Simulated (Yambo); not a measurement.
ZrB, 2 atoms in the cell. It takes space group Cmmm (No. 65, orthorhombic). The conventional cell has a = 3.923 Å, b = 3.971 Å, c = 4.014 Å, α = 90.00°, β = 90.00°, γ = 90.00°. Around Zr (site symmetry mmm) lie 4 B at 1.96 to 1.99 Å. Around B (site symmetry mmm) lie 4 Zr at 1.96 to 1.99 Å. The cell was built by a generator and needn't be a form met in nature.

- Program: Yambo 5.3.0
- Task: optical spectrum
- Functional: PBE
- Potentials or basis: PseudoDojo 0.4.1 SR PBE standard
- Cutoff: 1034 eV
- Density cutoff: 4136 eV
- k mesh: 14 × 14 × 10
- Occupations: fermi-dirac, width 0.05 eV
- Spin: no spin polarisation
- k mesh of the self-consistent run: 14 × 14 × 10
- Direction of the field or of q to 0: x + y
- Broadening: 0.3 eV
- Kernel: Hartree (RPA with local fields)
- Top of the energy range: 15 eV
- Energy points: 300
- Correction of the levels: none
- Bands in the response: 33
- Cutoff of the response matrix: 2 Ry

Potentials or basis: PseudoDojo 0.4.1 SR PBE standard.

The run is started by

```bash
$ OMP_NUM_THREADS=1 pw.x -in scf.in > scf.out
$ OMP_NUM_THREADS=1 pw.x -in nscf.in > nscf.out
$ cd tmp/pwscf.save; p2y; mv SAVE ../..; cd ../..
$ OMP_NUM_THREADS=1 yambo
$ OMP_NUM_THREADS=1 yambo -F optics1.in -J optics1 -C optics1_out
```

Hardware: 1 thread of Arm Neoverse V2, on a shared host.

Problem. Estimate the wall time of this run.

Solution. Wall time 4.8 min on 1 thread of Arm Neoverse V2, with other jobs on the host.
